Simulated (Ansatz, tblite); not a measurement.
# Tetraphenylgermane (C₂₄H₂₀Ge): a ladder of methods and basis sets, part 1 of 2

How do method and basis change the picture of tetraphenylgermane (C₂₄H₂₀Ge) (singlet)?

The runs use Ansatz 0.2.0, Gaussian basis; as each input shows.

Plan: GFN1-xTB, GFN2-xTB, PBE-D4/def2-TZVP, r2SCAN-D4/def2-TZVP, r2SCANh-D4/def2-TZVP, B97M-V/def2-TZVP, revPBE-D4/def2-TZVP, PBE-D4/def2-SVP, PBE0-D4/def2-SVP, HF/6-31G, B3LYP-D4/6-31G, MP2/def2-SVP, RPA/def2-SVP.

### Step 1. The structure

The geometry is that of the singlet, from an earlier relaxation (PBE-D4/def2-SVP).

SMILES `c1cc[c]([Ge]([c]2ccccc2)([c]2ccccc2)[c]2ccccc2)cc1`, 45 atoms, charge 0, spin multiplicity 1.

Bond lengths: C1–C2 1.404 Å, C1–C25 1.404 Å, C1–H26 1.101 Å, C2–C3 1.404 Å, C2–H27 1.101 Å, C3–C4 1.412 Å, C3–H28 1.102 Å, C4–Ge5 1.963 Å, C4–C24 1.410 Å, Ge5–C6 1.963 Å, Ge5–C12 1.963 Å, Ge5–C18 1.963 Å, C6–C7 1.412 Å, C6–C11 1.410 Å, C7–C8 1.404 Å, C7–H29 1.102 Å, C8–C9 1.404 Å, C8–H30 1.101 Å and more. Angles: C2–C1–C25 119.8°, C2–C1–H26 120.1°, C25–C1–H26 120.1°, C1–C2–C3 120.0°, C1–C2–H27 120.1°, C3–C2–H27 119.9°, C2–C3–C4 120.7°, C2–C3–H28 119.4°, C4–C3–H28 119.9°, C3–C4–Ge5 120.6°, C3–C4–C24 118.7°, Ge5–C4–C24 120.7°, C4–Ge5–C6 109.7°, C4–Ge5–C12 108.9°, C4–Ge5–C18 109.7°, C6–Ge5–C12 109.8°, C6–Ge5–C18 108.9°, C12–Ge5–C18 109.7° and more.

PBE0-D4/def2-TZVP was run before; its log isn't repeated, and its numbers join the tables.

### Step 2. GFN1-xTB

Tight binding, by tblite at 300 K electronic temperature and without a spin-polarisation term:

```python
tblite.interface.Calculator('GFN1-xTB', numbers, positions, charge=0, uhf=0).singlepoint()
```

Energy -1716.8786 eV, HOMO -11.50 eV, LUMO -7.41 eV; 0.16 s.

### Step 3. GFN2-xTB

Tight binding, by tblite at 300 K electronic temperature and without a spin-polarisation term:

```python
tblite.interface.Calculator('GFN2-xTB', numbers, positions, charge=0, uhf=0).singlepoint()
```

Energy -1725.5664 eV, HOMO -10.45 eV, LUMO -6.41 eV; 0.077 s.

### Step 4. PBE-D4/def2-TZVP

start.molden holds the orbitals of an earlier run on this state, given as this run's starting guess.

Input file in.yaml:

```yaml
crystal:
  periodic: [false, false, false]
  atoms:
    - {symbol: C, position_ang: [-1.585733, -3.615391, 2.712786]}
    - {symbol: C, position_ang: [-2.499238, -2.751123, 2.088417]}
    - {symbol: C, position_ang: [-2.033161, -1.702359, 1.278866]}
    - {symbol: C, position_ang: [-0.649404, -1.502146, 1.084569]}
    - {symbol: Ge, position_ang: [-0.000352, -0.000088, 0.000434]}
    - {symbol: C, position_ang: [0.047193, 1.631841, 1.090038]}
    - {symbol: C, position_ang: [0.881002, 2.712217, 0.729280]}
    - {symbol: C, position_ang: [0.886177, 3.896920, 1.483597]}
    - {symbol: C, position_ang: [0.057801, 4.015122, 2.611022]}
    - {symbol: C, position_ang: [-0.772721, 2.945695, 2.982960]}
    - {symbol: C, position_ang: [-0.775893, 1.762175, 2.227873]}
    - {symbol: C, position_ang: [-1.210259, 0.255070, -1.524057]}
    - {symbol: C, position_ang: [-1.783057, -0.855989, -2.179843]}
    - {symbol: C, position_ang: [-2.615283, -0.678467, -3.297160]}
    - {symbol: C, position_ang: [-2.887108, 0.614626, -3.771809]}
    - {symbol: C, position_ang: [-2.326808, 1.728252, -3.125506]}
    - {symbol: C, position_ang: [-1.495782, 1.548536, -2.008354]}
    - {symbol: C, position_ang: [1.811318, -0.385392, -0.649510]}
    - {symbol: C, position_ang: [2.934282, -0.153666, 0.173814]}
    - {symbol: C, position_ang: [4.228251, -0.466853, -0.273518]}
    - {symbol: C, position_ang: [4.415658, -1.013743, -1.553004]}
    - {symbol: C, position_ang: [3.306953, -1.245440, -2.383013]}
    - {symbol: C, position_ang: [2.014452, -0.931188, -1.934027]}
    - {symbol: C, position_ang: [0.256908, -2.380429, 1.714134]}
    - {symbol: C, position_ang: [-0.206778, -3.429169, 2.524100]}
    - {symbol: H, position_ang: [-1.950001, -4.439156, 3.346160]}
    - {symbol: H, position_ang: [-3.581651, -2.897322, 2.229486]}
    - {symbol: H, position_ang: [-2.759544, -1.037283, 0.783598]}
    - {symbol: H, position_ang: [1.543967, 2.626015, -0.147232]}
    - {symbol: H, position_ang: [1.542711, 4.731567, 1.191666]}
    - {symbol: H, position_ang: [0.062870, 4.942532, 3.204597]}
    - {symbol: H, position_ang: [-1.419994, 3.033093, 3.869658]}
    - {symbol: H, position_ang: [-1.424620, 0.925161, 2.533420]}
    - {symbol: H, position_ang: [-1.585580, -1.875043, -1.808679]}
    - {symbol: H, position_ang: [-3.057217, -1.554033, -3.798124]}
    - {symbol: H, position_ang: [-3.540817, 0.755161, -4.646656]}
    - {symbol: H, position_ang: [-2.542079, 2.744202, -3.492033]}
    - {symbol: H, position_ang: [-1.067830, 2.429535, -1.502855]}
    - {symbol: H, position_ang: [2.799883, 0.286680, 1.175439]}
    - {symbol: H, position_ang: [5.095773, -0.278590, 0.378290]}
    - {symbol: H, position_ang: [5.429866, -1.257623, -1.905634]}
    - {symbol: H, position_ang: [3.450802, -1.669558, -3.389136]}
    - {symbol: H, position_ang: [1.151752, -1.107547, -2.596949]}
    - {symbol: H, position_ang: [1.340920, -2.248532, 1.564592]}
    - {symbol: H, position_ang: [0.512400, -4.108274, 3.008296]}
basis:
  gaussian: {orbitals: def2-TZVP, fitting: {mean_field: def2-universal-jkfit}, initial_orbitals: start.molden}
hamiltonian: {xc: pbe, dispersion: d4}
scf: {omitted_lower_state_checks: [starts]}
output: {orbitals: {seedname: orbitals}}
```

The run is started by

```
$ ansatz run in.yaml --threads 2 --pin off --events-out ev --progress --plain --max-ram 32768MiB --backend cuda --devices 0, --max-vram 18GiB
```

The log of the run:

```text
Functional definition: PBE
  name "PBE"
  cite "Perdew, Burke & Ernzerhof, Phys. Rev. Lett. 77, 3865 (1996) doi:10.1103/PhysRevLett.77.3865"
  parent pbe
  parameter kappa = 0.804
  parameter beta = 0.06672455060314922
  exchange = pbe_x(kappa = kappa, mu = beta*pi^2/3)
  correlation = pbe_c(beta = beta)
these checks for a lower state are left out or cut short: starts
2426 factors; integrals over basis functions are off by at most 3.0e-1 eV
mean field evaluation 1: about -81699.2564 eV, gradient 2.0e1 eV
mean field evaluation 2: about -81699.7028 eV, gradient 4.4e-1 eV
mean field evaluation 4: about -81699.6816 eV, gradient 1.2e-3 eV
mean field -81699.68155801 eV, -3002.4079192236 hartree, gradient 1.2e-5 eV, S^2 0.000000; 0 other end points of the search recorded, 0 dependent functions left out
reference -81699.68165255 eV, -3002.4079226981 hartree; 98, 98 occupied and 814, 814 virtual orbitals, 2426 factors
Total energy: -81701.56253014 eV, -3002.4770436745 hartree
Checks for a lower state left out: starts
```

It took 8.1 s on 1 × H100 (card shared with other runs) with 2 threads of AMD EPYC 7R13, shared host.

From the report: HOMO -6.11 eV, LUMO -1.62 eV.

### Step 5. r2SCAN-D4/def2-TZVP

in.yaml, as its differences from that of step 4:

```diff
@@ -50,4 +50,4 @@
   gaussian: {orbitals: def2-TZVP, fitting: {mean_field: def2-universal-jkfit}, initial_orbitals: start.molden}
-hamiltonian: {xc: pbe, dispersion: d4}
+hamiltonian: {xc: r2scan, dispersion: d4}
 scf: {omitted_lower_state_checks: [starts]}
-output: {orbitals: {seedname: orbitals}}
+output: {forces: true, orbitals: {seedname: orbitals}}
```

Same command.

The log of the run:

```text
Functional definition: r2SCAN
  name "r2SCAN"
  cite "Furness, Kaplan, Ning, Perdew & Sun, J. Phys. Chem. Lett. 11, 8208 (2020) doi:10.1021/acs.jpclett.0c02405"
  cite "Furness, Kaplan, Ning, Perdew & Sun, J. Phys. Chem. Lett. 11, 9248 (2020) doi:10.1021/acs.jpclett.0c03077"
  parent r2scan
  parameter k0 = 0.174
  parameter k1 = 0.065
  parameter a1 = 4.9479
  exchange = r2scan_x(k0 = k0, k1 = k1, a1 = a1)
  correlation = r2scan_c
these checks for a lower state are left out or cut short: starts
2426 factors; integrals over basis functions are off by at most 3.0e-1 eV
mean field evaluation 1: about -81726.1785 eV, gradient 1.1e1 eV
mean field evaluation 2: about -81726.3408 eV, gradient 1.7e-1 eV
mean field evaluation 4: about -81726.3842 eV, gradient 5.8e-4 eV
mean field -81726.38424137 eV, -3003.3892247374 hartree, gradient 1.3e-5 eV, S^2 0.000000; 0 other end points of the search recorded, 0 dependent functions left out
the calculation of the forces begins
reference -81726.38426784 eV, -3003.3892257101 hartree; 98, 98 occupied and 814, 814 virtual orbitals, 2426 factors
Total energy: -81726.95725511 eV, -3003.4102826039 hartree
Atom 0 at    -1.585733    -3.615391     2.712786 Å, force     0.041794     0.080638    -0.056084 eV/Å
Atom 1 at    -2.499238    -2.751123     2.088417 Å, force     0.085286     0.008547    -0.017514 eV/Å
Atom 2 at    -2.033161    -1.702359     1.278866 Å, force     0.062351    -0.097868     0.065590 eV/Å
Atom 3 at    -0.649404    -1.502146     1.084569 Å, force    -0.144464    -0.310172     0.228001 eV/Å
Atom 4 at    -0.000352    -0.000088     0.000434 Å, force     0.000198    -0.000159    -0.000579 eV/Å
Atom 5 at     0.047193     1.631841     1.090038 Å, force     0.017456     0.344749     0.223284 eV/Å
Atom 6 at     0.881002     2.712217     0.729280 Å, force    -0.065118     0.037013     0.110203 eV/Å
Atom 7 at     0.886177     3.896920     1.483597 Å, force    -0.049610    -0.067484     0.022737 eV/Å
Atom 8 at     0.057801     4.015122     2.611022 Å, force    -0.004163    -0.092611    -0.052126 eV/Å
Atom 9 at    -0.772721     2.945695     2.982960 Å, force     0.060210     0.006121    -0.061850 eV/Å
Atom 10 at    -0.775893     1.762175     2.227873 Å, force     0.060704     0.101458    -0.026374 eV/Å
Atom 11 at    -1.210259     0.255070    -1.524057 Å, force    -0.254314     0.044340    -0.319623 eV/Å
Atom 12 at    -1.783057    -0.855989    -2.179843 Å, force    -0.043894     0.108403    -0.063343 eV/Å
Atom 13 at    -2.615283    -0.678467    -3.297160 Å, force     0.031216     0.068670     0.043485 eV/Å
Atom 14 at    -2.887108     0.614626    -3.771809 Å, force     0.066444    -0.006566     0.082959 eV/Å
Atom 15 at    -2.326808     1.728252    -3.125506 Å, force    -0.000222    -0.084264     0.022335 eV/Å
Atom 16 at    -1.495782     1.548536    -2.008354 Å, force    -0.045339    -0.087163    -0.070325 eV/Å
Atom 17 at     1.811318    -0.385392    -0.649510 Å, force     0.382452    -0.076773    -0.128756 eV/Å
Atom 18 at     2.934282    -0.153666     0.173814 Å, force     0.046644    -0.051194    -0.114113 eV/Å
Atom 19 at     4.228251    -0.466853    -0.273518 Å, force    -0.069078    -0.004596    -0.054354 eV/Å
Atom 20 at     4.415658    -1.013743    -1.553004 Å, force    -0.101527     0.013762     0.031721 eV/Å
Atom 21 at     3.306953    -1.245440    -2.383013 Å, force     0.006837     0.043816     0.075290 eV/Å
Atom 22 at     2.014452    -0.931188    -1.934027 Å, force     0.102375     0.008132     0.063920 eV/Å
Atom 23 at     0.256908    -2.380429     1.714134 Å, force    -0.115291    -0.023028     0.027180 eV/Å
Atom 24 at    -0.206778    -3.429169     2.524100 Å, force    -0.068130     0.038804    -0.037101 eV/Å
Atom 25 at    -1.950001    -4.439156     3.346160 Å, force     0.183854     0.414947    -0.320175 eV/Å
Atom 26 at    -3.581651    -2.897322     2.229486 Å, force     0.540926     0.073985    -0.069539 eV/Å
Atom 27 at    -2.759544    -1.037283     0.783598 Å, force     0.351031    -0.314543     0.240126 eV/Å
Atom 28 at     1.543967     2.626015    -0.147232 Å, force    -0.321793     0.039807     0.417319 eV/Å
Atom 29 at     1.542711     4.731567     1.191666 Å, force    -0.327563    -0.417462     0.146233 eV/Å
Atom 30 at     0.062870     4.942532     3.204597 Å, force    -0.003624    -0.467414    -0.300106 eV/Å
Atom 31 at    -1.419994     3.033093     3.869658 Å, force     0.326350    -0.042956    -0.442302 eV/Å
Atom 32 at    -1.424620     0.925161     2.533420 Å, force     0.319382     0.405525    -0.144830 eV/Å
Atom 33 at    -1.585580    -1.875043    -1.808679 Å, force    -0.089995     0.489567    -0.177726 eV/Å
Atom 34 at    -3.057217    -1.554033    -3.798124 Å, force     0.221725     0.437152     0.250090 eV/Å
Atom 35 at    -3.540817     0.755161    -4.646656 Å, force     0.329105    -0.070819     0.441730 eV/Å
Atom 36 at    -2.542079     2.744202    -3.492033 Å, force     0.105890    -0.509253     0.182933 eV/Å
Atom 37 at    -1.067830     2.429535    -1.502855 Å, force    -0.214736    -0.428010    -0.242218 eV/Å
Atom 38 at     2.799883     0.286680     1.175439 Å, force     0.060777    -0.214656    -0.479138 eV/Å
Atom 39 at     5.095773    -0.278590     0.378290 Å, force    -0.433781    -0.095620    -0.325001 eV/Å
Atom 40 at     5.429866    -1.257623    -1.905634 Å, force    -0.511631     0.123723     0.177321 eV/Å
Atom 41 at     3.450802    -1.669558    -3.389136 Å, force    -0.070316     0.213059     0.503900 eV/Å
Atom 42 at     1.151752    -1.107547    -2.596949 Å, force     0.420753     0.090209     0.320229 eV/Å
Atom 43 at     1.340920    -2.248532     1.564592 Å, force    -0.527645    -0.068088     0.069483 eV/Å
Atom 44 at     0.512400    -4.108274     3.008296 Å, force    -0.361522     0.338271    -0.242892 eV/Å
Dipole moment:     0.000134     0.000214    -0.000143 e Å
Checks for a lower state left out: starts
```

Wall time 16 s (1 × H100 (card shared with other runs) with 2 threads of AMD EPYC 7R13, shared host).

From the report: HOMO -6.28 eV, LUMO -1.48 eV.

### Step 6. r2SCANh-D4/def2-TZVP

in.yaml, as its differences from that of step 5:

```diff
@@ -50,4 +50,4 @@
   gaussian: {orbitals: def2-TZVP, fitting: {mean_field: def2-universal-jkfit}, initial_orbitals: start.molden}
-hamiltonian: {xc: r2scan, dispersion: d4}
+hamiltonian: {xc: {name: r2SCANh}, dispersion: d4}
 scf: {omitted_lower_state_checks: [starts]}
-output: {forces: true, orbitals: {seedname: orbitals}}
+output: {orbitals: {seedname: orbitals}}
```

Launched as before.

The log of the run (excerpt; [...] marks lines left out):

```text
Functional definition: r2SCANh
  name "r2SCANh"
  cite "Bursch, Neugebauer, Ehlert & Grimme, J. Chem. Phys. 156, 134105 (2022) doi:10.1063/5.0086040"
  cite "Furness, Kaplan, Ning, Perdew & Sun, J. Phys. Chem. Lett. 11, 8208 (2020) doi:10.1021/acs.jpclett.0c02405"
  cite "Furness, Kaplan, Ning, Perdew & Sun, J. Phys. Chem. Lett. 11, 9248 (2020) doi:10.1021/acs.jpclett.0c03077"
  parent r2scan
[...]
2426 factors; integrals over basis functions are off by at most 3.0e-1 eV
[...]
mean field -81724.95272739 eV, -3003.3366175691 hartree, gradient 1.9e-5 eV, S^2 0.000000; 0 other end points of the search recorded, 0 dependent functions left out
reference -81724.95275167 eV, -3003.3366184611 hartree; 98, 98 occupied and 814, 814 virtual orbitals, 2426 factors
Total energy: -81725.56113230 eV, -3003.3589760372 hartree
Checks for a lower state left out: starts
```

It took 11 s on 1 × H100 (card shared with other runs) with 2 threads of AMD EPYC 7R13, shared host.

HOMO -6.66 eV, LUMO -1.18 eV.

### Step 7. B97M-V/def2-TZVP

in.yaml, as its differences from that of step 6:

```diff
@@ -50,3 +50,3 @@
   gaussian: {orbitals: def2-TZVP, fitting: {mean_field: def2-universal-jkfit}, initial_orbitals: start.molden}
-hamiltonian: {xc: {name: r2SCANh}, dispersion: d4}
+hamiltonian: {xc: {name: B97M-V}}
 scf: {omitted_lower_state_checks: [starts]}
```

Same command.

The log of the run (excerpt; [...] marks lines left out):

```text
Functional definition: B97M-V
  name "B97M-V"
  cite "Mardirossian & Head-Gordon, J. Chem. Phys. 142, 074111 (2015) doi:10.1063/1.4907719"
  cite "Becke, J. Chem. Phys. 107, 8554 (1997) doi:10.1063/1.475007"
  cite "Vydrov & Van Voorhis, J. Chem. Phys. 133, 244103 (2010) doi:10.1063/1.3521275"
  # Of w^i u^j: cxij and so on, Table III.
[...]
  gx(w, u) = cx00 + cx01*u + cx02*u^2 + (cx10 + cx11*u)*w
  gss(w, u) = css00 + css02*u^2 + css10*w + (css32*w^3 + css42*w^4)*u^2
  gos(w, u) = cos00 + cos01*u + cos03*u^3 + cos10*w + cos32*w^3*u^2
[...]
      + integral(e_c_pw_mod_opposite_spin*gos(b97_w_opposite, b97_u_opposite)) + vv10(b, c)
[...]
2426 factors; integrals over basis functions are off by at most 3.0e-1 eV
[...]
mean field -81732.50250151 eV, -3003.6140666507 hartree, gradient 2.3e-5 eV, S^2 0.000000; 0 other end points of the search recorded, 0 dependent functions left out
reference -81732.50263565 eV, -3003.6140715801 hartree; 98, 98 occupied and 814, 814 virtual orbitals, 2426 factors
Total energy: -81732.50263565 eV, -3003.6140715801 hartree
Checks for a lower state left out: starts
```

Run time: 17 s. Hardware: 1 × H100 (card shared with other runs) with 2 threads of AMD EPYC 7R13, shared host.

Report: HOMO -6.26 eV, LUMO -1.44 eV.

### Step 8. revPBE-D4/def2-TZVP

in.yaml, as its differences from that of step 7:

```diff
@@ -50,3 +50,3 @@
   gaussian: {orbitals: def2-TZVP, fitting: {mean_field: def2-universal-jkfit}, initial_orbitals: start.molden}
-hamiltonian: {xc: {name: B97M-V}}
+hamiltonian: {xc: {name: revPBE}, dispersion: d4}
 scf: {omitted_lower_state_checks: [starts]}
```

The command is unchanged.

The log of the run:

```text
Functional definition: revPBE
  name "revPBE"
  cite "Zhang & Yang, Phys. Rev. Lett. 80, 890 (1998) doi:10.1103/PhysRevLett.80.890"
  cite "Perdew, Burke & Ernzerhof, Phys. Rev. Lett. 77, 3865 (1996) doi:10.1103/PhysRevLett.77.3865"
  parameter kappa = 1.245
  parameter beta = 0.06672455060314922
  exchange = pbe_x(kappa = kappa, mu = beta*pi^2/3)
  correlation = pbe_c(beta = beta)
these checks for a lower state are left out or cut short: starts
2426 factors; integrals over basis functions are off by at most 3.0e-1 eV
mean field evaluation 1: about -81729.3174 eV, gradient 2.1e1 eV
mean field evaluation 2: about -81729.6647 eV, gradient 4.1e-1 eV
mean field evaluation 4: about -81729.6430 eV, gradient 1.3e-3 eV
mean field -81729.64295689 eV, -3003.5089803241 hartree, gradient 9.9e-6 eV, S^2 0.000000; 0 other end points of the search recorded, 0 dependent functions left out
reference -81729.64307822 eV, -3003.5089847829 hartree; 98, 98 occupied and 814, 814 virtual orbitals, 2426 factors
Total energy: -81734.94414242 eV, -3003.7037952989 hartree
Checks for a lower state left out: starts
```

Run time: 11 s. Hardware: 1 × H100 (card shared with other runs) with 2 threads of AMD EPYC 7R13, shared host.

HOMO -6.03 eV, LUMO -1.52 eV.

### Step 9. PBE-D4/def2-SVP

in.yaml, as its differences from that of step 8:

```diff
@@ -49,4 +49,4 @@
 basis:
-  gaussian: {orbitals: def2-TZVP, fitting: {mean_field: def2-universal-jkfit}, initial_orbitals: start.molden}
-hamiltonian: {xc: {name: revPBE}, dispersion: d4}
+  gaussian: {orbitals: def2-SVP, fitting: {mean_field: def2-universal-jkfit}, initial_orbitals: start.molden}
+hamiltonian: {xc: pbe, dispersion: d4}
 scf: {omitted_lower_state_checks: [starts]}
```

Launched as before.

The log of the run:

```text
Functional definition: PBE
  name "PBE"
  cite "Perdew, Burke & Ernzerhof, Phys. Rev. Lett. 77, 3865 (1996) doi:10.1103/PhysRevLett.77.3865"
  parent pbe
  parameter kappa = 0.804
  parameter beta = 0.06672455060314922
  exchange = pbe_x(kappa = kappa, mu = beta*pi^2/3)
  correlation = pbe_c(beta = beta)
these checks for a lower state are left out or cut short: starts
2426 factors; integrals over basis functions are off by at most 2.2e-1 eV
mean field evaluation 1: about -81665.6980 eV, gradient 1.5e1 eV
mean field evaluation 2: about -81666.3008 eV, gradient 4.4e-1 eV
mean field evaluation 4: about -81666.2743 eV, gradient 9.3e-4 eV
mean field -81666.27432307 eV, -3001.1802259837 hartree, gradient 1.9e-5 eV, S^2 0.000000; 0 other end points of the search recorded, 0 dependent functions left out
reference -81666.27439317 eV, -3001.1802285602 hartree; 98, 98 occupied and 370, 370 virtual orbitals, 2426 factors
Total energy: -81668.15527076 eV, -3001.2493495366 hartree
Checks for a lower state left out: starts
```

Wall time 9.5 s (1 × H100 (card shared with other runs) with 2 threads of AMD EPYC 7R13, shared host).

From the report: HOMO -6.05 eV, LUMO -1.49 eV.

### Step 10. PBE0-D4/def2-SVP

in.yaml, as its differences from that of step 9:

```diff
@@ -50,3 +50,3 @@
   gaussian: {orbitals: def2-SVP, fitting: {mean_field: def2-universal-jkfit}, initial_orbitals: start.molden}
-hamiltonian: {xc: pbe, dispersion: d4}
+hamiltonian: {xc: pbe0, dispersion: d4}
 scf: {omitted_lower_state_checks: [starts]}
```

Launched as before.

The log of the run:

```text
Functional definition: PBE0
  name "PBE0"
  cite "Adamo & Barone, J. Chem. Phys. 110, 6158 (1999) doi:10.1063/1.478522"
  cite "Perdew, Burke & Ernzerhof, Phys. Rev. Lett. 77, 3865 (1996) doi:10.1103/PhysRevLett.77.3865"
  parent pbe
  parameter a = 0.25
  parameter kappa = 0.804
  parameter beta = 0.06672455060314922
  exchange = (1 - a)*pbe_x(kappa = kappa, mu = beta*pi^2/3) + a*exact_x
  correlation = pbe_c(beta = beta)
these checks for a lower state are left out or cut short: starts
2426 factors; integrals over basis functions are off by at most 2.2e-1 eV
mean field evaluation 1: about -81670.2371 eV, gradient 1.0e1 eV
mean field evaluation 2: about -81670.5150 eV, gradient 2.0e-1 eV
mean field evaluation 4: about -81670.4932 eV, gradient 1.7e-4 eV
mean field -81670.49317879 eV, -3001.3352660719 hartree, gradient 1.7e-5 eV, S^2 0.000000; 0 other end points of the search recorded, 0 dependent functions left out
reference -81670.49323672 eV, -3001.3352682010 hartree; 98, 98 occupied and 370, 370 virtual orbitals, 2426 factors
Total energy: -81672.13517215 eV, -3001.3956082148 hartree
Checks for a lower state left out: starts
```

It took 6.5 s on 1 × H100 (card shared with other runs) with 2 threads of AMD EPYC 7R13, shared host.

HOMO -7.08 eV, LUMO -0.66 eV.

### Step 11. HF/6-31G

in.yaml, as its differences from that of step 10:

```diff
@@ -49,4 +49,4 @@
 basis:
-  gaussian: {orbitals: def2-SVP, fitting: {mean_field: def2-universal-jkfit}, initial_orbitals: start.molden}
-hamiltonian: {xc: pbe0, dispersion: d4}
+  gaussian: {orbitals: 6-31G}
+hamiltonian: {xc: hf}
 scf: {omitted_lower_state_checks: [starts]}
```

Launched as before.

The log of the run:

```text
Functional definition: HF
  name "HF"
  cite "Fock, Z. Phys. 61, 126 (1930) doi:10.1007/BF01340294"
  parent pbe
  exchange = exact_x
  correlation = 0
these checks for a lower state are left out or cut short: starts
3938 factors; integrals over basis functions are off by at most 2.3e-4 eV
mean field evaluation 1: about -81494.2577 eV, gradient 5.1e1 eV
mean field evaluation 2: about -81495.0518 eV, gradient 5.1e1 eV
mean field evaluation 4: about -81504.0602 eV, gradient 6.4e0 eV
mean field evaluation 8: about -81504.1477 eV, gradient 2.6e-4 eV
mean field -81504.14769465 eV, -2995.2221822828 hartree, gradient 1.4e-5 eV, S^2 0.000000; 0 other end points of the search recorded, 0 dependent functions left out
reference -81504.14769465 eV, -2995.2221822828 hartree; 98, 98 occupied and 187, 187 virtual orbitals, 3938 factors
Total energy: -81504.14769465 eV, -2995.2221822828 hartree
Checks for a lower state left out: starts
```

Run time: 8 s. Hardware: 1 × H100 (card shared with other runs) with 2 threads of AMD EPYC 7R13, shared host.

Report: HOMO -8.85 eV, LUMO 3.17 eV.

(Continued in part 2 of 2.)
